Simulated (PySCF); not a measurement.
# PbS: from the state search to spectroscopic constants

The task here is to estimate one member of a computed series from the others.

Method: Pb def2-SVP with ECP60, S def2-SVP, scalar-relativistic core potentials; program: PySCF 2.14.0.

Set-up of the first run:

A driver script around PySCF takes these settings:

```
atoms                         : Pb, S
charge                        : 0
basis                         : Pb def2-SVP with ECP60, S def2-SVP
Hamiltonian                   : scalar-relativistic core potentials
basis functions               : 44
electrons treated             : 38
masses in u                   : 207.9766, 31.9721
levels                        : PBE0, PBE, r²SCAN, B3LYP, TPSSh, BLYP, CAM-B3LYP, HF, MP2, SCS-MP2, CCSD, CCSD(T)
grid                          : 80 radial by 434 angular points
occupations                   : held fixed by the projection of orbital angular momentum
dissociation limit            : Pb + S, each in its ground configuration
starting distance in angstrom : 2.380
values of 2S to try           : 0, 2, 4
```

On the command line:

```sh
OMP_NUM_THREADS=1 python dia.py task.json out
```

Steps of the session up to this table: The job; PBE0 along the bond; Higher solutions at PBE0; PBE; r²SCAN (meta-GGA); B3LYP; TPSSh (hybrid meta-GGA); BLYP (GGA); CAM-B3LYP; RHF; Correlated methods on the Hartree–Fock reference.

One table of the session follows, with a row left open; its other results are not shown here.

It belongs to the step «The curves together». Energy (eV) from each level's lowest point:

```
R (Å)    RHF  RHF-MP2  RHF-SCS-MP2  RHF-CCSD  RHF-CCSD(T)
1.988  1.536    1.753        1.763       n/a          n/a
2.081  0.633    0.805        0.810     0.781        0.872
2.173      ?        ?            ?         ?            ?
2.243  0.012    0.072        0.072     0.062        0.093
2.312  0.000    0.000        0.000     0.000        0.000
2.381  0.092    0.027        0.027     0.039        0.004
2.474  0.333    0.177        0.179     0.208        0.119
2.589  0.764    0.494        0.497     0.545        0.378
2.728  1.389    1.006        1.008     1.058        0.778
2.913  2.274    1.901        1.883       n/a          n/a
```

Q: Estimate the row for R (Å) = 2.173 from the others.

Worked estimate for «RHF». A straight line through the neighbours (2.081, 0.633) and (2.243, 0.012) gives 0.633 + (0.012 − 0.633) × (2.173 − 2.081) / (2.243 − 2.081) = 0.280; a parabola fitted to 4 rows on both sides gives 0.144.

**Answer.** RHF: 0.159; RHF-MP2: 0.272; RHF-SCS-MP2: 0.274; RHF-CCSD: 0.254; RHF-CCSD(T): 0.313. In «RHF» the line misses by +0.121 and the parabola by -0.015.
